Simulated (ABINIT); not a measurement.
The system is GeCN2.

```
CELL_PARAMETERS angstrom
1.79379 1.03565 4.92196
-1.79379 1.03565 4.92196
0.00000 -2.07129 4.92196
ATOMIC_POSITIONS crystal
Ge 0.00000 0.00000 0.00000
N 0.58390 0.58390 0.58390
N 0.41610 0.41610 0.41610
C 0.50000 0.50000 0.50000
```

The cell comes from a database or a generator and needn't be the stable form of this composition.

- Program: ABINIT 10.8.3 (patched build)
- Task: relaxation of cell and atoms
- Functional: LDA
- Potentials or basis: JTH PAW LDA v2.0
- Cutoff: 707 eV
- k mesh: 6 × 6 × 6
- Occupations: fermi-dirac, width 0.05 eV
- Spin: no spin polarisation

At the start: pressure -6.7 GPa; volume 13.72 Å³/atom.

How do energy, volume and symmetry change on relaxing?

Over 20 steps the energy falls by 23.2 meV/atom and the volume is 12.52 Å³/atom (-8.7 %); space group R-3m (No. 166, to 0.05 Å).

Step by step:
```csv
step,energy change (eV),largest force (eV/Å),pressure (GPa),volume (Å³)
1,0.0000,0.3930,-6.69,54.86
2,0.0832,3.4338,2.69,53.75
3,-0.0052,0.2110,-6.19,54.76
4,-0.0079,0.1097,-5.90,54.70
5,-0.0254,0.7587,-3.16,53.97
6,-0.0343,0.9163,-2.25,53.54
7,-0.0686,0.8513,0.65,51.54
8,-0.0840,0.3021,-0.81,50.71
9,-0.0847,0.1899,-0.52,50.68
10,-0.0865,0.0063,-0.01,50.59
11,-0.0892,0.1765,0.46,50.39
12,-0.0918,0.1863,0.61,50.07
13,-0.0923,0.1449,-0.07,49.92
14,-0.0925,0.0034,0.24,49.93
15,-0.0925,0.0021,0.25,49.93
16,-0.0926,0.0273,0.24,49.96
17,-0.0926,0.0338,0.17,50.01
18,-0.0926,0.0134,0.04,50.06
19,-0.0927,0.0037,0.01,50.07
20,-0.0927,0.0012,0.00,50.07
```

Final structure:
```cif
data_structure
_symmetry_space_group_name_H-M 'P 1'
_symmetry_Int_Tables_number 1
_cell_length_a 5.2506
_cell_length_b 5.2506
_cell_length_c 5.2506
_cell_angle_alpha 38.356
_cell_angle_beta 38.356
_cell_angle_gamma 38.356
_cell_volume 50.07
loop_
_atom_site_label
_atom_site_type_symbol
_atom_site_fract_x
_atom_site_fract_y
_atom_site_fract_z
_atom_site_occupancy
Ge1 Ge 0.00000 0.00000 0.00000 1
N1 N 0.58443 0.58443 0.58443 1
N2 N 0.41557 0.41557 0.41557 1
C1 C 0.50000 0.50000 0.50000 1
```

Caveat: the atomic spheres overlap.
